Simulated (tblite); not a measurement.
# C4H5F3SSi: the cost of one run

Programs: tblite 0.8.0 and PySCF 2.14.0, with density-fitted response routines of our own. Each step states its level of theory. These are calculated values for one molecule in the gas phase, unless marked as measured. Atoms are numbered from 0 throughout.

## 1. The starting structure

14 atoms, charge 0, multiplicity 1; geometry from: force field or distance geometry start.

Bonds of the start (Å): C0–C1 1.21, C1–C2 1.48, C2–S3 1.82, S3–Si4 2.14, Si4–C5 1.88, C5–F6 1.39, C5–F7 1.37, C5–F8 1.38, C0–H9 1.06, C2–H10 1.11, C2–H11 1.10, Si4–H12 1.47, Si4–H13 1.48.

## 2. Optimising the geometry with GFN2-xTB

Job settings and geometry (Å):

```
{"job": {"kind": "relax", "xc": "GFN2-xTB", "basis": "xTB"}, "charge": 0, "multiplicity": 1}
C      2.920300     0.458700    -1.245300
C      2.399800     0.166800    -0.196900
C      1.815700    -0.220200     1.103400
S      0.158000    -0.919800     0.820200
Si    -1.029600     0.715600     0.106700
C     -2.769200     0.185600    -0.363700
F     -3.003200    -1.152800    -0.074000
F     -2.877800     0.378100    -1.719900
F     -3.605600     1.018800     0.359900
H      3.370300     0.731900    -2.168200
H      1.641800     0.743700     1.633200
H      2.454600    -0.866600     1.721500
H     -0.347000     1.224500    -1.091700
H     -1.128600     1.815000     1.092400
```

The run is started by

```sh
$ OMP_NUM_THREADS=1 python probes_run.py task.json out
```

This one command runs all jobs of the session in turn.

**Question.** How long does this first job take on 1 thread of Arm Neoverse N1, shared host, and how much memory does it need?

About 1.1 s, with a peak of 0.18 GiB.
